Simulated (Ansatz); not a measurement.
**Dimethyl selenide (C2H6Se): how energies converge with the basis set**

The task here is to estimate one member of a computed series from the others.

Computed with Ansatz 0.2.0, Gaussian basis. Level: one geometry, several basis sets.

Levels to be run: PBE0-D4/def2-SVP; ωB97M-V/def2-SVP; PBE0-D4/def2-QZVPP; ωB97M-V/def2-QZVPP; the functionals' def2-TZVPP values are taken from earlier runs.

## The relaxed structure

All runs share one geometry, relaxed beforehand with PBE0-D4 in a triple-zeta def2 set.

9 atoms, charge 0, spin multiplicity 1.

Atoms are counted from 1 here; the program's logs count them from 0.

Bond lengths: C1–Se2 1.940 Å, C1–H4 1.090 Å, C1–H5 1.089 Å, C1–H6 1.090 Å, Se2–C3 1.940 Å, C3–H7 1.090 Å, C3–H8 1.090 Å, C3–H9 1.089 Å. Angles: Se2–C1–H4 110.4°, Se2–C1–H5 107.0°, Se2–C1–H6 110.4°, H4–C1–H5 109.3°, H4–C1–H6 110.4°, H5–C1–H6 109.3°, C1–Se2–C3 96.9°, Se2–C3–H7 110.4°, Se2–C3–H8 110.4°, Se2–C3–H9 107.0°, H7–C3–H8 110.4°, H7–C3–H9 109.3°, H8–C3–H9 109.3°.

Geometry (Å):

```mol
C2H6Se
  3D, bonds by distance, orders not assigned

  9  8  0  0  0  0  0  0  0  0999 V2000
   -0.5944    0.6684   -1.1380 C   0  0
    1.1371    0.5697   -0.2682 Se  0  0
    0.6257   -0.6728    1.1314 C   0  0
   -0.8926   -0.3138   -1.5032 H   0  0
   -0.4894    1.3493   -1.9820 H   0  0
   -1.3430    1.0607   -0.4504 H   0  0
   -0.1582   -0.2422    1.7538 H   0  0
    0.2916   -1.6155    0.6991 H   0  0
    1.5115   -0.8502    1.7403 H   0  0
  1  2  8  0
  2  3  8  0
  1  4  8  0
  1  5  8  0
  1  6  8  0
  3  7  8  0
  3  8  8  0
  3  9  8  0
M  END
```

Set-up of the first run:

Input file in.yaml:

```yaml
crystal:
  periodic: [false, false, false]
  atoms:
    - {symbol: C, position_ang: [-0.594367, 0.668397, -1.138026]}
    - {symbol: Se, position_ang: [1.137123, 0.569687, -0.268199]}
    - {symbol: C, position_ang: [0.625670, -0.672833, 1.131432]}
    - {symbol: H, position_ang: [-0.892613, -0.313847, -1.503157]}
    - {symbol: H, position_ang: [-0.489358, 1.349307, -1.981997]}
    - {symbol: H, position_ang: [-1.343024, 1.060736, -0.450410]}
    - {symbol: H, position_ang: [-0.158191, -0.242183, 1.753773]}
    - {symbol: H, position_ang: [0.291635, -1.615514, 0.699143]}
    - {symbol: H, position_ang: [1.511525, -0.850151, 1.740342]}
basis:
  gaussian: {orbitals: def2-SVP}
hamiltonian: {xc: pbe0, dispersion: d4}
output: {orbitals: {seedname: orbitals}}
```

Steps of the session up to this table: PBE0-D4 in def2-SVP; ωB97M-V in def2-SVP; PBE0-D4 in def2-QZVPP; ωB97M-V in def2-QZVPP.

One table of the session follows, with a row left open; its other results are not shown here.

It belongs to the step «Functionals by basis». 

```
functional       basis  HOMO (eV)  LUMO (eV)
   PBE0-D4    def2-SVP          ?          ?
   PBE0-D4  def2-TZVPP      -6.00       0.47
   PBE0-D4  def2-QZVPP      -6.02       0.29
   ωB97M-V    def2-SVP      -8.07       2.89
   ωB97M-V  def2-TZVPP      -8.21       2.24
   ωB97M-V  def2-QZVPP      -8.23       1.80
```

Estimate the missing values for PBE0-D4, def2-SVP.

The run gave: HOMO (eV): -5.87; LUMO (eV): 0.88. In the column «HOMO (eV)» it is the highest.
